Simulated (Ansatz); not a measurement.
# H₇NOSi₂: up Jacob's ladder to CCSD(T)

One table from this session's results is given with a row withheld; the runs are named, their logs left out.

Computed with Ansatz 0.2.0, Gaussian basis. Level: functionals in def2-TZVPP, the program's frozen cores in correlated methods.

The runs, in order: LDA (SPW92), PBE-D4, revPBE-D4, BLYP-D4, r2SCAN-D4, B97M-V, PBE0-D4, B3LYP-D4, r2SCANh-D4, r2SCAN0-D4, HSE06-D4, BHLYP-D4, CAM-B3LYP-D4, LC-ωPBE, ωB97X-V, ωB97M-V, B2PLYP, PBE-QIDH; CCSD(T)/def2-SVP; CCSD(T)/def2-TZVPP; MP2/def2-QZVPP; extrapolation to the limit; RPA on PBE.

## The geometry

The geometry comes from an earlier relaxation with PBE0-D4 in a triple-zeta def2 set; it is a stationary point, not always the lowest conformer.

11 atoms, charge 0, spin multiplicity 1.

Atoms are counted from 1 here; the program's logs count them from 0.

Bond lengths: N1–Si2 1.709 Å, N1–H5 1.005 Å, N1–H6 1.005 Å, Si2–O3 1.654 Å, Si2–Si4 2.339 Å, Si2–H7 1.491 Å, O3–H8 0.959 Å, Si4–H9 1.489 Å, Si4–H10 1.488 Å, Si4–H11 1.491 Å. Angles: Si2–N1–H5 122.7°, Si2–N1–H6 124.1°, H5–N1–H6 112.8°, N1–Si2–O3 115.4°, N1–Si2–Si4 110.7°, N1–Si2–H7 103.7°, O3–Si2–Si4 103.5°, O3–Si2–H7 110.4°, Si4–Si2–H7 113.5°, Si2–O3–H8 117.3°, Si2–Si4–H9 109.8°, Si2–Si4–H10 112.3°, Si2–Si4–H11 109.8°, H9–Si4–H10 108.5°, H9–Si4–H11 107.9°, H10–Si4–H11 108.4°.

Set-up of the first run:

File in.yaml:

```yaml
crystal:
  periodic: [false, false, false]
  atoms:
    - {symbol: N, position_ang: [0.428641, 1.109578, 1.294791]}
    - {symbol: Si, position_ang: [0.573869, -0.246086, 0.264591]}
    - {symbol: O, position_ang: [0.159983, -1.697794, 0.939514]}
    - {symbol: Si, position_ang: [-0.878956, -0.056683, -1.558301]}
    - {symbol: H, position_ang: [1.222064, 1.558471, 1.717520]}
    - {symbol: H, position_ang: [-0.447680, 1.469781, 1.631067]}
    - {symbol: H, position_ang: [2.014393, -0.244912, -0.120560]}
    - {symbol: H, position_ang: [0.623188, -1.959370, 1.737623]}
    - {symbol: H, position_ang: [-0.443939, 1.064054, -2.437055]}
    - {symbol: H, position_ang: [-0.929497, -1.301347, -2.371323]}
    - {symbol: H, position_ang: [-2.256768, 0.247303, -1.077365]}
basis:
  gaussian: {orbitals: def2-TZVPP}
hamiltonian: {xc: lda}
output: {orbitals: {seedname: orbitals}}
```

On the command line:

```sh
ansatz run in.yaml --threads 4 --pin off --events-out ev --progress --plain --max-ram 10444MiB
```

Among the steps run: LDA; PBE-D4 (GGA); revPBE-D4 (GGA); BLYP-D4 (GGA); r2SCAN-D4 (meta-GGA); B97M-V (meta-GGA); B3LYP-D4 (hybrid); r2SCANh-D4 (hybrid); r2SCAN0-D4 (hybrid); HSE06-D4 (hybrid); BHLYP-D4 (hybrid); CAM-B3LYP-D4 (range-separated); LC-ωPBE (range-separated); ωB97X-V (range-separated); ωB97M-V (range-separated); B2PLYP (double hybrid); PBE-QIDH (double hybrid).

One of the session's tables, all rows but one given; the rest of the session is left out.

It belongs to the step «Orbital energies across the functionals». 

```
  functional  HOMO (eV)  gap (eV)
 LDA (SPW92)      -6.24      5.33
      PBE-D4      -6.10      5.35
   revPBE-D4      -6.03      5.38
     BLYP-D4      -5.97      5.34
   r2SCAN-D4      -6.38      5.99
      B97M-V      -6.50      5.81
     PBE0-D4      -7.42      7.51
    B3LYP-D4      -7.20      7.06
  r2SCANh-D4      -6.87      6.77
  r2SCAN0-D4          ?         ?
    HSE06-D4      -7.02      6.73
    BHLYP-D4      -8.63      9.51
CAM-B3LYP-D4      -8.80      9.82
     LC-ωPBE     -10.14     12.35
     ωB97X-V      -9.79     11.84
     ωB97M-V      -9.63     11.32
```

Q: Estimate the row for r2SCAN0-D4 from the others.

Worked estimate for «HOMO (eV)». Against the share of exact exchange, r2SCAN-D4 (0, -6.38), r2SCANh-D4 (0.1, -6.87) give a slope of -4.90 per unit share; at 0.25 the line stands at -7.60.

As computed: HOMO (eV): -7.61; gap (eV): 7.92. In «HOMO (eV)» the line misses by +0.01.
